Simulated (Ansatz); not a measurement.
# Si₃SnH₁₀: how energies converge with the basis set

The task here is to estimate one member of a computed series from the others.

Method: one geometry, several basis sets; program: Ansatz 0.2.0, Gaussian basis.

The runs, in order: PBE0-D4/def2-SVP; ωB97M-V/def2-SVP; PBE0-D4/def2-QZVPP; ωB97M-V/def2-QZVPP; the functionals' def2-TZVPP values are taken from earlier runs.

### The geometry

All runs share one geometry, relaxed beforehand with PBE0-D4 in a triple-zeta def2 set. Sn takes the def2 core potential; no spin-orbit term is included.

14 atoms, charge 0, spin multiplicity 1.

Atoms are counted from 1 here; the program's logs count them from 0.

Bond lengths: Si1–Sn2 2.563 Å, Si1–H5 1.487 Å, Si1–H6 1.487 Å, Si1–H7 1.487 Å, Sn2–Si3 2.563 Å, Sn2–Si4 2.563 Å, Sn2–H8 1.713 Å, Si3–H9 1.487 Å, Si3–H10 1.487 Å, Si3–H11 1.487 Å, Si4–H12 1.487 Å, Si4–H13 1.487 Å, Si4–H14 1.487 Å. Angles: Sn2–Si1–H5 110.7°, Sn2–Si1–H6 110.7°, Sn2–Si1–H7 109.4°, H5–Si1–H6 108.8°, H5–Si1–H7 108.6°, H6–Si1–H7 108.6°, Si1–Sn2–Si3 110.0°, Si1–Sn2–Si4 110.0°, Si1–Sn2–H8 108.9°, Si3–Sn2–Si4 110.1°, Si3–Sn2–H8 108.9°, Si4–Sn2–H8 108.9°, Sn2–Si3–H9 110.7°, Sn2–Si3–H10 110.7°, Sn2–Si3–H11 109.4°, H9–Si3–H10 108.8°, H9–Si3–H11 108.6°, H10–Si3–H11 108.6° and more.

Set-up of the first run:

Contents of in.yaml:

```yaml
crystal:
  periodic: [false, false, false]
  atoms:
    - {symbol: Si, position_ang: [-1.154004, 1.493662, -1.523478]}
    - {symbol: Sn, position_ang: [-0.490397, 0.068173, 0.501142]}
    - {symbol: Si, position_ang: [1.762838, 0.861491, 1.431226]}
    - {symbol: Si, position_ang: [-0.343050, -2.400172, -0.174926]}
    - {symbol: H, position_ang: [-2.460685, 1.047122, -2.075667]}
    - {symbol: H, position_ang: [-1.259844, 2.927945, -1.144881]}
    - {symbol: H, position_ang: [-0.119524, 1.357682, -2.583435]}
    - {symbol: H, position_ang: [-1.684205, 0.240146, 1.717101]}
    - {symbol: H, position_ang: [1.688631, 2.289012, 1.841605]}
    - {symbol: H, position_ang: [2.162349, 0.045563, 2.608669]}
    - {symbol: H, position_ang: [2.807378, 0.723185, 0.381501]}
    - {symbol: H, position_ang: [0.052126, -3.240968, 0.986379]}
    - {symbol: H, position_ang: [0.677240, -2.559651, -1.245297]}
    - {symbol: H, position_ang: [-1.651755, -2.882392, -0.691141]}
basis:
  gaussian: {orbitals: def2-SVP}
hamiltonian: {xc: pbe0, dispersion: d4}
output: {orbitals: {seedname: orbitals}}
```

Started as:

```console
$ ansatz run in.yaml --threads 4 --pin off --events-out ev --progress --plain --max-ram 11315MiB
```

Steps of the session up to this table: PBE0-D4 in def2-SVP; ωB97M-V in def2-SVP; PBE0-D4 in def2-QZVPP; ωB97M-V in def2-QZVPP.

One table of the session follows, with a row left open; its other results are not shown here.

It belongs to the step «Functionals by basis». 

```
functional       basis  HOMO (eV)
   PBE0-D4    def2-SVP          ?
   PBE0-D4  def2-TZVPP      -7.63
   PBE0-D4  def2-QZVPP      -7.63
   ωB97M-V    def2-SVP      -9.54
   ωB97M-V  def2-TZVPP      -9.54
   ωB97M-V  def2-QZVPP      -9.54
```

Q: Estimate the row for PBE0-D4, def2-SVP from the others.

The run gave: HOMO (eV): -7.66. In the column «HOMO (eV)» it lies between ωB97M-V, def2-QZVPP (-9.54) and PBE0-D4, def2-TZVPP (-7.63).
